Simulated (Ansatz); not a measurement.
# WNH+ (quartet): from Hartree-Fock to the top rungs, def2-QZVPP

An exercise on one series of results from a longer session: the logs are not shown, and one member is left open.

The runs use Ansatz 0.2.0, Gaussian basis; def2-QZVPP, core rule «outside noble gas», up to 5 orbitals frozen.

The runs, in order: UHF; ROHF; CCSD(T) on UHF.

## The geometry

The geometry is a PBE0/def2-TZVP stationary point (not a proven minimum). No spin-orbit coupling is included. Elements past krypton take def2 core potentials.

3 atoms, charge 1, spin multiplicity 4.

Atoms are counted from 1 here; the program's logs count them from 0.

Bond lengths: W1–N2 1.681 Å, N2–H3 1.018 Å. Angles: W1–N2–H3 180.0°.

Set-up of the first run:

in.yaml

```yaml
crystal:
  periodic: [false, false, false]
  atoms:
    - {symbol: W, position_ang: [0.000000, 0.000000, 1.460058]}
    - {symbol: N, position_ang: [0.000000, 0.000000, -0.220962]}
    - {symbol: H, position_ang: [0.000000, 0.000000, -1.239096]}
basis:
  gaussian: {orbitals: "def2-QZVPP.json"}
total_charge: 1
magnetization: {spin_polarized: true, initial_magnetization: 3}
hamiltonian: {xc: hf}
output: {orbitals: {seedname: orbitals}}
```

On the command line:

```console
$ ansatz run in.yaml --threads 1 --pin off --events-out ev --progress --plain --max-ram 2816MiB --backend cpu
```

Steps of the session up to this table: UHF; ROHF; CCSD(T) on UHF.

One table of the session follows, with a row left open; its other results are not shown here.

It belongs to the step «Misses and costs». 

| method | from UCCSD(T) (kcal/mol) |
| --- | --- |
| ROHF | +244.62 |
| UHF | +228.99 |
| UMP2 | +25.29 |
| UCCSD | ? |
| UCCSD(T) | 0 |

Estimate the missing values for UCCSD.

**Answer.** from UCCSD(T) (kcal/mol): +13.26. In the column «from UCCSD(T) (kcal/mol)» it lies between UCCSD(T) (0) and UMP2 (+25.29).

To keep in mind: The determinant of HF (⟨S²⟩ 4.32) is far from a pure spin state, so its energy mixes those of several spin states; that is harmless only where they are near-degenerate. The determinant of CCSD(T) (⟨S²⟩ 4.32) is far from a pure spin state, so its energy mixes those of several spin states; high orders of coupled cluster remove much of that, low ones don't.
